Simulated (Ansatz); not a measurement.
# CH6FInOSi: the cost of one run

Program: Ansatz 0.2.0, Gaussian basis. Level of theory: functionals in def2-TZVPP, the program's frozen cores in correlated methods. These are calculated values, not measurements.

The runs, in order: PBE-D4, r2SCAN-D4, PBE0-D4, B3LYP-D4, ωB97X-V, ωB97M-V, B2PLYP; CCSD(T)/def2-TZVPP; MP2/def2-QZVPP; extrapolation to the limit.

## (1) The geometry

All runs share one geometry, relaxed beforehand with PBE0-D4 in a triple-zeta def2 set. In takes the def2 core potential; no spin-orbit term is included.

11 atoms, charge 0, spin multiplicity 1.

Atoms are counted from 1 here; the program's logs count them from 0.

Bond lengths: C1–In2 2.288 Å, C1–H6 1.096 Å, C1–H7 1.099 Å, C1–H8 1.098 Å, Si3–O4 1.635 Å, Si3–F5 1.597 Å, Si3–H9 1.480 Å, Si3–H10 1.474 Å, O4–H11 0.968 Å. Angles: In2–C1–H6 106.6°, In2–C1–H7 116.3°, In2–C1–H8 113.2°, H6–C1–H7 105.5°, H6–C1–H8 106.2°, H7–C1–H8 108.2°, O4–Si3–F5 109.6°, O4–Si3–H9 111.4°, O4–Si3–H10 106.7°, F5–Si3–H9 106.7°, F5–Si3–H10 108.2°, H9–Si3–H10 114.1°, Si3–O4–H11 119.1°.

## (2) PBE-D4 (GGA)

Contents of in.yaml:

```yaml
crystal:
  periodic: [false, false, false]
  atoms:
    - {symbol: C, position_ang: [-1.676736, 0.344686, -1.201748]}
    - {symbol: In, position_ang: [-1.710907, -1.708001, -0.191284]}
    - {symbol: Si, position_ang: [1.696182, -0.144223, 1.237556]}
    - {symbol: O, position_ang: [0.946420, -0.645633, -0.126362]}
    - {symbol: F, position_ang: [0.623819, 0.011288, 2.410685]}
    - {symbol: H, position_ang: [-2.669112, 0.493173, -1.642564]}
    - {symbol: H, position_ang: [-0.965009, 0.467118, -2.030697]}
    - {symbol: H, position_ang: [-1.527609, 1.172418, -0.496122]}
    - {symbol: H, position_ang: [2.321635, 1.184209, 1.054067]}
    - {symbol: H, position_ang: [2.642558, -1.208702, 1.616818]}
    - {symbol: H, position_ang: [0.384358, -0.023334, -0.609751]}
basis:
  gaussian: {orbitals: def2-TZVPP}
hamiltonian: {xc: pbe, dispersion: d4}
output: {forces: true, orbitals: {seedname: orbitals}}
```

Command:

```bash
$ ansatz run in.yaml --threads 4 --pin off --events-out ev --progress --plain --max-ram 10444MiB
```

**Question.** How long does this run take on 4 threads of Arm Neoverse N1, shared host, and how much memory does it need?

About 5.5 s, with a peak of 0.38 GiB.
